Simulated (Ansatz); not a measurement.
**GeAs+ (triplet): from Hartree-Fock to the top rungs, cc-pVDZ**

How much of the correlation energy of GeAs+ (triplet) does each wave-function method recover here?

Computed with Ansatz 0.2.0, Gaussian basis. Level: cc-pVDZ, core rule «outside noble gas», up to 28 orbitals frozen.

Plan: UHF; CCSD(T) on ROHF; CCSD(T) on UHF; BCCD(T) on ROHF; CISD; CCSDT(Q) on ROHF; CCSDT(Q) on UHF; CASSCF and MRCISD+Q, 8 electrons in 8 orbitals; CASSCF and NEVPT4(SD), 8 electrons in 8 orbitals; CASSCF and NEVPT2, 8 electrons in 8 orbitals.

10 further runs of the same task are left out: 4 that didn't finish, 6 set aside as unsound or not needed.

### Step 1. The geometry

The geometry is a PBE0/def2-TZVP stationary point (not a proven minimum) of the parent state, kept for this charge and spin. No spin-orbit coupling is included. The filled d shell of Ge, As may be among the frozen orbitals whatever the setting's name suggests; the logs give the count.

2 atoms, charge 1, spin multiplicity 3.

Atoms are counted from 1 here; the program's logs count them from 0.

Bond lengths: Ge1–As2 2.416 Å.

In the tables R marks a restricted open-shell determinant and U an unrestricted one; 'valence' is the active space of 8 electrons in 8 orbitals; energies count from the table's Hartree-Fock row.

### Step 2. UHF

in.yaml reads:

```yaml
crystal:
  periodic: [false, false, false]
  atoms:
    - {symbol: Ge, position_ang: [0.000000, 0.000000, 0.000000]}
    - {symbol: As, position_ang: [0.000000, 0.000000, 2.416100]}
basis:
  gaussian: {orbitals: cc-pVDZ}
total_charge: 1
magnetization: {spin_polarized: true, initial_magnetization: 2}
hamiltonian: {xc: hf}
output: {orbitals: {seedname: orbitals}}
```

Command:

```bash
> ansatz run in.yaml --threads 1 --pin off --events-out ev --progress --plain --max-ram 2393MiB
```

Standard output:

```text
Functional definition: HF
  name "HF"
  cite "Fock, Z. Phys. 61, 126 (1930) doi:10.1007/BF01340294"
  parent pbe
  exchange = exact_x
  correlation = 0
658 factors; integrals over basis functions are off by at most 8.9e-4 eV
mean field evaluation 1: about -117257.2869 eV, gradient 1.2e1 eV
mean field evaluation 2: about -117257.2908 eV, gradient 1.2e1 eV
mean field evaluation 4: about -117258.7954 eV, gradient 1.5e0 eV
mean field evaluation 8: about -117258.8204 eV, gradient 5.7e-1 eV
mean field evaluation 16: about -117259.4727 eV, gradient 5.5e-1 eV
mean field evaluation 32: about -117259.9553 eV, gradient 4.0e-6 eV
mean field evaluation 64: about -117259.8673 eV, gradient 7.5e-1 eV
mean field evaluation 96: about -117258.8921 eV, gradient 8.1e-1 eV
mean field evaluation 128: about -117258.8253 eV, gradient 6.9e-6 eV
mean field -117259.95532359 eV, -4309.2238764894 hartree, gradient 3.2e-6 eV, S^2 2.014646; 6 other end points of the search recorded, 0 dependent functions left out
reference -117259.95532359 eV, -4309.2238764894 hartree; 33, 31 occupied and 21, 23 virtual orbitals, 658 factors
Total energy: -117259.95532359 eV, -4309.2238764894 hartree
```

Wall time 7 s (1 thread of Arm Neoverse V1, shared host).

From the report: ⟨S²⟩ of the determinant 2.015 (pure triplet: 2.00).

### Step 3. CCSD(T) on ROHF

in.yaml reads:

```yaml
crystal:
  periodic: [false, false, false]
  atoms:
    - {symbol: Ge, position_ang: [0.000000, 0.000000, 0.000000]}
    - {symbol: As, position_ang: [0.000000, 0.000000, 2.416100]}
basis:
  gaussian: {orbitals: cc-pVDZ}
total_charge: 1
magnetization: {spin_polarized: false, initial_magnetization: 2}
correlation: {method: ccsd_t, electrons: outside_noble_gas}
```

Same command.

Standard output, shortened:

```text
Functional definition: HF
  name "HF"
  cite "Fock, Z. Phys. 61, 126 (1930) doi:10.1007/BF01340294"
  parent pbe
[...]
658 factors; integrals over basis functions are off by at most 8.9e-4 eV
[...]
mean field -117259.84439295 eV, -4309.2197998636 hartree, gradient 9.8e-7 eV, S^2 2.000000; 12 other end points of the search recorded, 0 dependent functions left out
[...]
determinant -117259.84439295 eV, -4309.2197998636 hartree, with singles and doubles -117263.92933176 eV, -4309.3699185960 hartree
determinant -117258.66166625 eV, -4309.1763354591 hartree, with singles and doubles -117263.29954851 eV, -4309.3467744886 hartree
determinant -117257.18710529 eV, -4309.1221463433 hartree, with singles and doubles -117261.07863660 eV, -4309.2651574814 hartree
determinant -117256.42435276 eV, -4309.0941157048 hartree, with singles and doubles -117260.46918010 eV, -4309.2427603681 hartree
determinant -117252.32943678 eV, -4308.9436303182 hartree, with singles and doubles -117257.96168577 eV, -4309.1506116511 hartree
28 core orbitals not correlated: weight in the atoms' cores, before any rotation towards them, 1.000 or more for the frozen orbitals, at most 0.000 for the correlated occupied ones
reference -117259.84439295 eV, -4309.2197998636 hartree; 5, 3 occupied and 21, 23 virtual orbitals, 658 factors
second order -3.20385045 eV of doubles, -0.06062412 eV of singles
cycle   1  -4.08478146 eV  change    1.6e-4 eV  update   8.3e-4
[...]
cycle   7  -4.08475767 eV  change    3.0e-7 eV  update   2.9e-6
perturbative correction -0.15353105 eV, -0.0056421619 hartree
Total energy: -117264.08268166 eV, -4309.3755541009 hartree
```

Wall time 20 s (1 thread of Arm Neoverse V1, shared host).

From the report: correlation -4.2383 eV; T1 0.032; largest double amplitude 0.08.

### Step 4. CCSD(T) on UHF

in.yaml, as its differences from that of step 3:

```diff
@@ -8,3 +8,3 @@
 total_charge: 1
-magnetization: {spin_polarized: false, initial_magnetization: 2}
+magnetization: {spin_polarized: true, initial_magnetization: 2}
 correlation: {method: ccsd_t, electrons: outside_noble_gas}
```

Same command.

Standard output, shortened:

```text
Functional definition: HF
  name "HF"
  cite "Fock, Z. Phys. 61, 126 (1930) doi:10.1007/BF01340294"
  parent pbe
[...]
658 factors; integrals over basis functions are off by at most 8.9e-4 eV
[...]
mean field -117259.95532359 eV, -4309.2238764894 hartree, gradient 1.9e-6 eV, S^2 2.014646; 17 other end points of the search recorded, 0 dependent functions left out
determinant -117259.95532359 eV, -4309.2238764894 hartree, with singles and doubles -117263.93883264 eV, -4309.3702677471 hartree
determinant -117259.44936504 eV, -4309.2052828556 hartree, with singles and doubles -117263.31457441 eV, -4309.3473266801 hartree
determinant -117259.05283711 eV, -4309.1907107233 hartree, with singles and doubles -117263.18548376 eV, -4309.3425826862 hartree
determinant -117258.82526667 eV, -4309.1823476636 hartree, with singles and doubles -117263.30750688 eV, -4309.3470669531 hartree
[...]
determinant -117258.22398404 eV, -4309.1602509345 hartree, with singles and doubles -117261.60545440 eV, -4309.2845176784 hartree
determinant -117257.39201072 eV, -4309.1296764790 hartree, with singles and doubles -117261.08935145 eV, -4309.2655512446 hartree
determinant -117256.65648050 eV, -4309.1026462419 hartree, with singles and doubles -117260.48499462 eV, -4309.2433415407 hartree
28 core orbitals not correlated: weight in the atoms' cores, before any rotation towards them, 1.000 or more for the frozen orbitals, at most 0.000 for the correlated occupied ones
reference -117259.95532359 eV, -4309.2238764894 hartree; 5, 3 occupied and 21, 23 virtual orbitals, 658 factors
second order -3.13275638 eV of doubles, -0.00000000 eV of singles
cycle   1  -3.98328657 eV  change    2.2e-4 eV  update   8.4e-4
[...]
cycle   7  -3.98325353 eV  change   -1.3e-6 eV  update   2.8e-6
perturbative correction -0.14918807 eV, -0.0054825606 hartree
Total energy: -117264.08776520 eV, -4309.3757409175 hartree
```

Wall time 32 s (1 thread of Arm Neoverse V1, shared host).

From the report: ⟨S²⟩ of the determinant 2.015 (pure triplet: 2.00); correlation -4.1324 eV; T1 0.033; largest double amplitude 0.08.

### Step 5. BCCD(T) on ROHF

in.yaml, as its differences from that of step 4:

```diff
@@ -8,3 +8,3 @@
 total_charge: 1
-magnetization: {spin_polarized: true, initial_magnetization: 2}
-correlation: {method: ccsd_t, electrons: outside_noble_gas}
+magnetization: {spin_polarized: false, initial_magnetization: 2}
+correlation: {method: bccd_t, electrons: outside_noble_gas}
```

The command is unchanged.

Standard output, shortened:

```text
Functional definition: HF
  name "HF"
  cite "Fock, Z. Phys. 61, 126 (1930) doi:10.1007/BF01340294"
  parent pbe
[...]
658 factors; integrals over basis functions are off by at most 8.9e-4 eV
[...]
mean field -117259.84439295 eV, -4309.2197998636 hartree, gradient 9.8e-7 eV, S^2 2.000000; 12 other end points of the search recorded, 0 dependent functions left out
[...]
determinant -117259.84439295 eV, -4309.2197998636 hartree, with singles and doubles -117263.92933176 eV, -4309.3699185960 hartree
determinant -117258.66166625 eV, -4309.1763354591 hartree, with singles and doubles -117263.29954851 eV, -4309.3467744886 hartree
determinant -117257.18710529 eV, -4309.1221463433 hartree, with singles and doubles -117261.07863660 eV, -4309.2651574814 hartree
determinant -117256.42435276 eV, -4309.0941157048 hartree, with singles and doubles -117260.46918010 eV, -4309.2427603681 hartree
determinant -117252.32943678 eV, -4308.9436303182 hartree, with singles and doubles -117257.96168577 eV, -4309.1506116511 hartree
28 core orbitals not correlated: weight in the atoms' cores, before any rotation towards them, 1.000 or more for the frozen orbitals, at most 0.000 for the correlated occupied ones
reference -117259.84439295 eV, -4309.2197998636 hartree; 5, 3 occupied and 21, 23 virtual orbitals, 658 factors
second order -3.20385045 eV of doubles, -0.06062412 eV of singles
cycle   1  -4.07788001 eV  change    7.1e-3 eV  update   1.4e-2
[...]
cycle   9  -4.07330368 eV  change    1.8e-6 eV  update   5.4e-6
perturbative correction -0.16400487 eV, -0.0060270679 hartree
Total energy: -117264.08170150 eV, -4309.3755180807 hartree
```

Wall time 21 s (1 thread of Arm Neoverse V1, shared host).

From the report: correlation -4.2373 eV; largest double amplitude 0.08.

### Step 6. CISD

in.yaml, as its differences from that of step 5:

```diff
@@ -9,2 +9,2 @@
 magnetization: {spin_polarized: false, initial_magnetization: 2}
-correlation: {method: bccd_t, electrons: outside_noble_gas}
+correlation: {active_space: {ras: {orbitals: [3, 2, 21], electrons: 8, max_holes: 2, max_particles: 2}, fixed_orbitals: true}}
```

The command is unchanged.

Standard output:

```text
Functional definition: HF
  name "HF"
  cite "Fock, Z. Phys. 61, 126 (1930) doi:10.1007/BF01340294"
  parent pbe
  exchange = exact_x
  correlation = 0
658 factors; integrals over basis functions are off by at most 8.9e-4 eV
mean field evaluation 1: about -117257.3567 eV, gradient 1.3e1 eV
mean field evaluation 2: about -117257.3599 eV, gradient 1.3e1 eV
mean field evaluation 4: about -117258.5893 eV, gradient 1.2e0 eV
mean field evaluation 8: about -117258.6559 eV, gradient 2.7e-1 eV
mean field evaluation 16: about -117258.6617 eV, gradient 2.7e-3 eV
mean field evaluation 32: about -117259.8443 eV, gradient 4.5e-2 eV
mean field evaluation 64: about -117259.7339 eV, gradient 1.5e0 eV
mean field evaluation 96: about -117258.5861 eV, gradient 1.2e0 eV
mean field -117259.84439295 eV, -4309.2197998636 hartree, gradient 9.8e-7 eV, S^2 2.000000; 10 other end points of the search recorded, 0 dependent functions left out
reference -117259.84439295 eV, -4309.2197998636 hartree; 33, 31 occupied and 21, 23 virtual orbitals, 658 factors
state -117263.68368917 eV, -4309.3608913976 hartree
Total energy: -117263.68368917 eV, -4309.3608913976 hartree
```

It took 7.5 s on 1 thread of Arm Neoverse V1, shared host.

From the report: 9,528 determinants.

### Step 7. CCSDT(Q) on ROHF

in.yaml, as its differences from that of step 6:

```diff
@@ -9,2 +9,2 @@
 magnetization: {spin_polarized: false, initial_magnetization: 2}
-correlation: {active_space: {ras: {orbitals: [3, 2, 21], electrons: 8, max_holes: 2, max_particles: 2}, fixed_orbitals: true}}
+correlation: {method: ccsdt_q, electrons: outside_noble_gas}
```

Launched as before.

Standard output, shortened:

```text
Functional definition: HF
  name "HF"
  cite "Fock, Z. Phys. 61, 126 (1930) doi:10.1007/BF01340294"
  parent pbe
[...]
1048 factors; integrals over basis functions are off by at most 1.3e-7 eV
[...]
mean field -117259.84446745 eV, -4309.2198026013 hartree, gradient 1.3e-6 eV, S^2 2.000000; 14 other end points of the search recorded, 0 dependent functions left out
[...]
determinant -117259.84446745 eV, -4309.2198026013 hartree, with singles and doubles -117263.92939998 eV, -4309.3699211032 hartree
determinant -117258.66173951 eV, -4309.1763381515 hartree, with singles and doubles -117263.29960785 eV, -4309.3467766691 hartree
determinant -117257.18717549 eV, -4309.1221489232 hartree, with singles and doubles -117261.07869743 eV, -4309.2651597165 hartree
determinant -117256.42442005 eV, -4309.0941181777 hartree, with singles and doubles -117260.46925236 eV, -4309.2427630235 hartree
determinant -117252.32953060 eV, -4308.9436337659 hartree, with singles and doubles -117257.96174652 eV, -4309.1506138836 hartree
28 core orbitals not correlated: weight in the atoms' cores, before any rotation towards them, 1.000 or more for the frozen orbitals, at most 0.000 for the correlated occupied ones
reference -117259.84446745 eV, -4309.2198026013 hartree; 5, 3 occupied and 21, 23 virtual orbitals, 1048 factors
second order -3.20384680 eV of doubles, -0.06062373 eV of singles
cycle   1  -3.82011750 eV  change   -5.5e-1 eV  update   8.9e-2
[...]
cycle  16  -4.27601096 eV  change    5.2e-7 eV  update   6.7e-7
perturbative correction -0.00990353 eV, -0.0003639479 hartree
Total energy: -117264.13038193 eV, -4309.3773070537 hartree
```

Run time: 30 s. Hardware: 1 thread of Arm Neoverse V1, shared host.

From the report: correlation -4.2859 eV; T1 0.034; largest double amplitude 0.09.

[end of part 1 of 2]
